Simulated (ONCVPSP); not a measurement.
# B: the cost of one run

Method: ONCVPSP 4.0.1.1 (patched build), PBE, scalar-relativistic.

## 1. The atom and the settings

The settings as typed:

| Property | Result |
| --- | --- |
| element | boron (B, Z = 5) |
| type | optimised norm-conserving Vanderbilt (ONCV) |
| frozen core | [He] |
| valence charge | 3 |
| reference configuration | 2s2 2p1 |
| partial waves | 2s: rc 1.15 bohr, ncon 5, nbas 9, qcut 4.9 1/bohr, 2 projectors, debl 1.8 Ha; 2p: rc 3.20 bohr, ncon 4, nbas 9, qcut 4.1 1/bohr, 1 projector; d scattering state at 0.46 Ha: rc 3.40 bohr, ncon 3, nbas 7, qcut 2.5 1/bohr, 1 projector |
| local potential | polynomial inside 0.90 bohr (lpopt 5, dvloc0 0 Ha) |
| core correction | not asked for |

The outer shells as boxes (Hund's rule for the drawing; the calculation is spin-unpolarised):

```
[He] core
2s [↑↓]
2p [↑ ][  ][  ]
```

The nodes and maxima of the atom's own shells, from an earlier all-electron run, set the scale for the radii.

All-electron outer shells of the reference configuration (PBE, scalar-relativistic, ld1.x):

```
shell  level (eV)  outermost node (bohr)  outermost maximum (bohr)
   1s     -180.59                      –                      0.21
   2s       -9.44                   0.46                      1.52
   2p       -3.61                      –                      1.57
```

## 2. The generation run

File B.dat:

```
# ATOM AND REFERENCE CONFIGURATION
# atsym  z   nc   nv     iexc    psfile
  B 5.00    1    2        4      upf
#
#   n    l    f
    1    0    2.00
    2    0    2.00
    2    1    1.00
#
# PSEUDOPOTENTIAL AND OPTIMIZATION
# lmax
    2
#
#   l,   rc,      ep,       ncon, nbas, qcut
    0    1.15    0.00    5    9    4.90
    1    3.20    0.00    4    9    4.10
    2    3.40    0.46    3    7    2.50
#
# LOCAL POTENTIAL
# lloc, lpopt,  rc(5),   dvloc0
    4    5    0.90    0.00
#
# VANDERBILT-KLEINMAN-BYLANDER PROJECTORs
# l, nproj, debl
    0    2    1.80
    1    1    3.20
    2    1    0.70
#
# MODEL CORE CHARGE
# icmod, fcfact, rcfact
    0    0.00    0.00
#
# LOG DERIVATIVE ANALYSIS
# epsh1, epsh2, depsh
   -2.00    5.00    0.02
#
# OUTPUT GRID
# rlmax, drl
    6.00    0.01
#
# TEST CONFIGURATIONS
# ncnf
    4
# nvcnf
#   n    l    f
    2
    2    0    2.00
    2    1    0.00
#
    2
    2    0    1.00
    2    1    0.00
#
    2
    2    0    2.00
    2    1    0.50
#
    2
    2    0    1.00
    2    1    2.00
#
```

Launch:

```bash
oncvpsp.x < B.dat > B.out
```

**Question.** How long does this run take on 1 thread of AMD EPYC 9R45, shared host?

About 1.8 s.
